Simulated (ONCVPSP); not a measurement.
# Fe: generating and testing an ONCV potential

Do these settings give a usable potential? It is generated, then checked for transferability, scattering, ghosts and hardness.

Program: ONCVPSP 4.0.1. Reference atom: PBE, non-relativistic, spherical and spin-unpolarised. All values are calculated.

**1. The design**

Typed settings, in words:

| Quantity | Value |
| --- | --- |
| element | iron (Fe, Z = 26) |
| type | optimised norm-conserving Vanderbilt (ONCV) |
| frozen core | [Ne] |
| valence charge | 16 |
| reference configuration | 3s2 3p6 3d5 (charge +3) |
| partial waves | 3s: rc 0.80 bohr, ncon 4, nbas 8, qcut 8.1 1/bohr, 2 projectors, debl 2.9 Ha; 3p: rc 1.15 bohr, ncon 3, nbas 7, qcut 10.9 1/bohr, 2 projectors, debl 3.8 Ha; 3d: rc 1.55 bohr, ncon 4, nbas 9, qcut 8 1/bohr, 2 projectors, debl 1.5 Ha |
| local potential | polynomial inside 0.50 bohr (lpopt 5, dvloc0 6 Ha) |
| core correction | not asked for |

The outer shells as boxes (Hund's rule for the drawing; the calculation is spin-unpolarised):

```
[Ne] core
3s [↑↓]
3p [↑↓][↑↓][↑↓]
3d [↑ ][↑ ][↑ ][↑ ][↑ ]
```

The nodes and maxima of the atom's own shells, from an earlier all-electron run, set the scale for the radii.

All-electron outer shells of the reference configuration (PBE, non-relativistic, ld1.x):

| shell | level (eV) | outermost node (bohr) | outermost maximum (bohr) |
| --- | --- | --- | --- |
| 3s | -129.03 | 0.33 | 0.71 |
| 3p | -96.50 | 0.30 | 0.72 |
| 3d | -43.47 | – | 0.69 |
| 4s | -30.99 | 0.99 | 2.05 |
| 4p | -24.05 | 1.05 | 2.32 |

**2. The generation run**

Fe.dat reads:

```
# ATOM AND REFERENCE CONFIGURATION
# atsym  z   nc   nv     iexc    psfile
  Fe 26.00    3    3        4      upf
#
#   n    l    f
    1    0    2.00
    2    0    2.00
    2    1    6.00
    3    0    2.00
    3    1    6.00
    3    2    5.00
#
# PSEUDOPOTENTIAL AND OPTIMIZATION
# lmax
    2
#
#   l,   rc,      ep,       ncon, nbas, qcut
    0    0.80    0.00    4    8    8.10
    1    1.15    0.00    3    7   10.90
    2    1.55    0.00    4    9    8.00
#
# LOCAL POTENTIAL
# lloc, lpopt,  rc(5),   dvloc0
    4    5    0.50    6.00
#
# VANDERBILT-KLEINMAN-BYLANDER PROJECTORs
# l, nproj, debl
    0    2    2.90
    1    2    3.80
    2    2    1.50
#
# MODEL CORE CHARGE
# icmod, fcfact, rcfact
    0    0.00    0.00
#
# LOG DERIVATIVE ANALYSIS
# epsh1, epsh2, depsh
   -6.00    5.00    0.04
#
# OUTPUT GRID
# rlmax, drl
    6.00    0.01
#
# TEST CONFIGURATIONS
# ncnf
    4
# nvcnf
#   n    l    f
    4
    3    0    2.00
    3    1    6.00
    3    2    6.00
    4    0    2.00
#
    4
    3    0    2.00
    3    1    6.00
    3    2    6.00
    4    0    1.00
#
    3
    3    0    2.00
    3    1    6.00
    3    2    6.00
#
    3
    3    0    2.00
    3    1    6.00
    3    2    7.00
#
```

On the command line:

```sh
$ oncvpspnr.x < Fe.dat > Fe.out
```

What does the calculation give? Wanted: cutoffs for 1 and 0.1 mHa per electron, occupied waves; bound ghosts; GHOST(+) flags; largest test error; largest phase difference near zero energy, channels read; projector energies reset by the program.

The runs gave:

```
                                                quantity                                     value
  cutoffs for 1 and 0.1 mHa per electron, occupied waves                         243 Ha and 286 Ha
                                            bound ghosts                                none found
                                          GHOST(+) flags                               s at 392 eV
                            largest test error (AE − PS)                 +266 meV, for 3s2 3p6 3d7
largest phase difference near zero energy, channels read                                 0.000 rad
                 projector energies reset by the program  s: -4.742, 0.250 Ha; d: -1.598, 0.250 Ha
```

What this shows: By total energies transferability is poor: the largest error is 266 meV on 52.9 eV, for 3s2 3p6 3d7. That test lies far up in energy; among those under 40 eV, nearer to bonding, the largest error is 120 meV. By its cutoff, 243 Ha for the looser tolerance, it is very hard. At the looser tolerance the 3s wave is the slowest; 3d needs 34 Ha. The program's ghost test flags no bound state. Near zero energy the phases of the channels with partial waves agree within 0.001 rad. The program also flags highly localised states, GHOST(+) (s).
